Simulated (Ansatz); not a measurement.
**C₂H₉NSi₂: small, medium and large basis sets**

Aim: see how fast density functionals converge with the basis set for C₂H₉NSi₂.

Computed with Ansatz 0.2.0, Gaussian basis. Level: one geometry, several basis sets.

Plan: PBE0-D4/def2-SVP; ωB97M-V/def2-SVP; PBE0-D4/def2-QZVPP; ωB97M-V/def2-QZVPP; the functionals' def2-TZVPP values are taken from earlier runs.

## Step 1: Structure used throughout

An earlier PBE0-D4 in a triple-zeta def2 set relaxation fixed the geometry.

SMILES `C=C[SiH2]N[SiH3]`, 14 atoms, charge 0, spin multiplicity 1.

Atoms are counted from 1 here; the program's logs count them from 0.

Bond lengths: C1–C2 1.331 Å, C1–H6 1.087 Å, C1–H7 1.087 Å, C2–Si3 1.858 Å, C2–H8 1.089 Å, Si3–N4 1.727 Å, Si3–H9 1.486 Å, Si3–H10 1.491 Å, N4–Si5 1.725 Å, N4–H11 1.011 Å, Si5–H12 1.483 Å, Si5–H13 1.489 Å, Si5–H14 1.490 Å. Angles: C2–C1–H6 121.4°, C2–C1–H7 122.5°, H6–C1–H7 116.1°, C1–C2–Si3 122.3°, C1–C2–H8 118.3°, Si3–C2–H8 119.4°, C2–Si3–N4 111.8°, C2–Si3–H9 111.5°, C2–Si3–H10 106.0°, N4–Si3–H9 105.8°, N4–Si3–H10 112.3°, H9–Si3–H10 109.5°, Si3–N4–Si5 129.5°, Si3–N4–H11 115.0°, Si5–N4–H11 115.5°, N4–Si5–H12 107.6°, N4–Si5–H13 111.4°, N4–Si5–H14 112.3° and more.

## Step 2: PBE0-D4 in def2-SVP

Contents of in.yaml:

```yaml
crystal:
  periodic: [false, false, false]
  atoms:
    - {symbol: C, position_ang: [-2.888223, -0.554073, -0.062069]}
    - {symbol: C, position_ang: [-1.746831, -0.111691, -0.584186]}
    - {symbol: Si, position_ang: [-0.093441, -0.779612, -0.063337]}
    - {symbol: N, position_ang: [0.923782, 0.456753, 0.584172]}
    - {symbol: Si, position_ang: [2.526514, 0.905919, 0.132734]}
    - {symbol: H, position_ang: [-2.899942, -1.333158, 0.696124]}
    - {symbol: H, position_ang: [-3.857727, -0.167278, -0.364746]}
    - {symbol: H, position_ang: [-1.793737, 0.672795, -1.338710]}
    - {symbol: H, position_ang: [0.650622, -1.352170, -1.215293]}
    - {symbol: H, position_ang: [-0.379719, -1.855313, 0.929216]}
    - {symbol: H, position_ang: [0.524722, 0.980090, 1.352104]}
    - {symbol: H, position_ang: [2.907658, 0.084117, -1.042049]}
    - {symbol: H, position_ang: [2.605706, 2.349672, -0.224817]}
    - {symbol: H, position_ang: [3.507517, 0.674748, 1.229755]}
basis:
  gaussian: {orbitals: def2-SVP}
hamiltonian: {xc: pbe0, dispersion: d4}
output: {orbitals: {seedname: orbitals}}
```

On the command line:

```console
$ ansatz run in.yaml --threads 4 --pin off --events-out ev --progress --plain --max-ram 10444MiB
```

After this run come: ωB97M-V in def2-SVP; PBE0-D4 in def2-QZVPP; ωB97M-V in def2-QZVPP.

Before running them: what should the planned runs give, taken together? Wanted: PBE0-D4: double and triple zeta above quadruple; ωB97M-V: double and triple zeta above quadruple.

The runs gave:

```
                                       quantity           value
PBE0-D4: double and triple zeta above quadruple  10.63, 0.77 eV
ωB97M-V: double and triple zeta above quadruple  10.84, 0.71 eV
```

**Reading.** For PBE0-D4 the step from double to triple zeta gains 9.86 eV and the next only 0.77 eV. These are total energies; as a rule much of such shifts cancels in differences, which this series doesn't test. The LUMO of ωB97M-V is positive and keeps falling with the basis (1.71 to 1.16 eV): an unbound level that the basis holds in place.
